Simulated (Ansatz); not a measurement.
**Zr3SnO8: the band gap up the ladder of functionals**

One table from this session's results is given with a row withheld; the runs are named, their logs left out.

The runs shown are made with Ansatz 0.2.0. PAW datasets, plane waves. Values at 0 K without nuclear motion; spin polarisation is off, and the phase may be a hypothetical one.

## The structure to begin with

The cell was relaxed beforehand with r2SCAN.

The symmetry is Cmmm (No. 65, orthorhombic); a = 7.237 Å, b = 10.175 Å, c = 3.575 Å in the conventional setting, 10.97 Å³ an atom. Around Zr lie 8 O at 2.20–2.22 Å; around O lie 2 Sn at 2.19 Å and 2 Zr at 2.22 Å; around O lie 4 Zr at 2.20 Å; around O lie 1 Sn at 2.20 Å and 3 Zr at 2.20–2.22 Å.

As a file:

```cif
data_structure
_symmetry_space_group_name_H-M 'Cmmm'
_symmetry_Int_Tables_number 65
_cell_length_a 7.2369
_cell_length_b 10.1746
_cell_length_c 3.5746
_cell_angle_alpha 90.000
_cell_angle_beta 90.000
_cell_angle_gamma 90.000
_cell_volume 263.21
loop_
_atom_site_label
_atom_site_type_symbol
_atom_site_symmetry_multiplicity
_atom_site_Wyckoff_symbol
_atom_site_fract_x
_atom_site_fract_y
_atom_site_fract_z
_atom_site_occupancy
Zr1 Zr 2 a 0.00000 0.00000 0.00000 1
O1 O 4 j 0.50000 0.12361 0.50000 1
O2 O 4 j 0.50000 0.37382 0.50000 1
Zr2 Zr 4 f 0.25000 0.75000 0.50000 1
O3 O 8 p 0.74834 0.87573 0.00000 1
Sn1 Sn 2 b 0.50000 0.00000 0.00000 1
```

Set-up of the first run:

The input, input.yaml:

```yaml
crystal:
  lattice:
    - [3.6184308078, -5.0873006493, 0.0]
    - [3.6184308078, 5.0873006493, 0.0]
    - [0.0, 0.0, 3.5746396749]
  atoms:
    - { symbol: Zr, position: [0.0, 0.0, 0.0] }
    - { symbol: O, position: [0.376391242, 0.623608758, 0.5] }
    - { symbol: O, position: [0.1261816575, 0.8738183425, 0.5] }
    - { symbol: Zr, position: [0.5, 0.0, 0.5] }
    - { symbol: O, position: [0.8726132842, 0.6240739584, 0.0] }
    - { symbol: O, position: [0.6240739584, 0.8726132842, 0.0] }
    - { symbol: Zr, position: [0.0, 0.5, 0.5] }
    - { symbol: O, position: [0.3759260416, 0.1273867158, 0.0] }
    - { symbol: O, position: [0.1273867158, 0.3759260416, 0.0] }
    - { symbol: Sn, position: [0.5, 0.5, 0.0] }
    - { symbol: O, position: [0.8738183425, 0.1261816575, 0.5] }
    - { symbol: O, position: [0.623608758, 0.376391242, 0.5] }
kpoints:
  mp_grid: { grid: [4, 4, 8] }
  band_path:
    path:
      - [[0.0, 0.0, 0.0], [-0.5, 0.5, 0.0], [-0.3764753077432, 0.6235246922568, 0.0]]
      - [[0.3764753077432, 0.3764753077432, 0.0], [0.0, 0.0, 0.0], [0.0, 0.0, 0.5], [0.3764753077432, 0.3764753077432, 0.5]]
      - [[-0.3764753077432, 0.6235246922568, 0.5], [-0.5, 0.5, 0.5], [-0.5, 0.5, 0.0]]
      - [[0.0, 0.0, 0.0], [7.824828088824e-18, 0.5, 0.0], [7.824828088824e-18, 0.5, 0.5], [0.0, 0.0, 0.5], [-0.5, 0.5, 0.5]]
    npoints: 10
hamiltonian:
  xc: pbe
scf:
  occupations: { method: fermi_dirac, width: 0.02 }
  n_extra_bands: 7
output:
  forces: true
  stress: true
  eigenvalues: true
  write_density: true
  write_potential: true
  elf: true
  volumetric_format: npy
```

Steps of the session up to this table: Band structure with PBE; Single point with r2SCAN; Single point with HSE06; PBE+SOC; PBE0 at the same geometry.

One table of the session follows, with a row left open; its other results are not shown here.

```
  level  gap (eV)
    PBE      2.25
 r2SCAN      2.75
  HSE06      3.71
PBE+SOC      2.25
   PBE0         ?
```

**Question.** Estimate the row for PBE0.

The run gave: gap (eV): 4.47. In the column «gap (eV)» it is the highest.

Meshes: PBE 4×4×8, r2SCAN 4×4×8, HSE06 4×4×4, PBE+SOC 4×4×8, PBE0 4×4×4

PBE reaches 61 % of the HSE06 value, and r2SCAN 74 %. PBE0 lies 0.75 eV above HSE06, which differs from it by screening the long-range exchange.

Limits of these values: Warnings in the runs' records: stress exchange threshold loose, stress scf threshold loose.
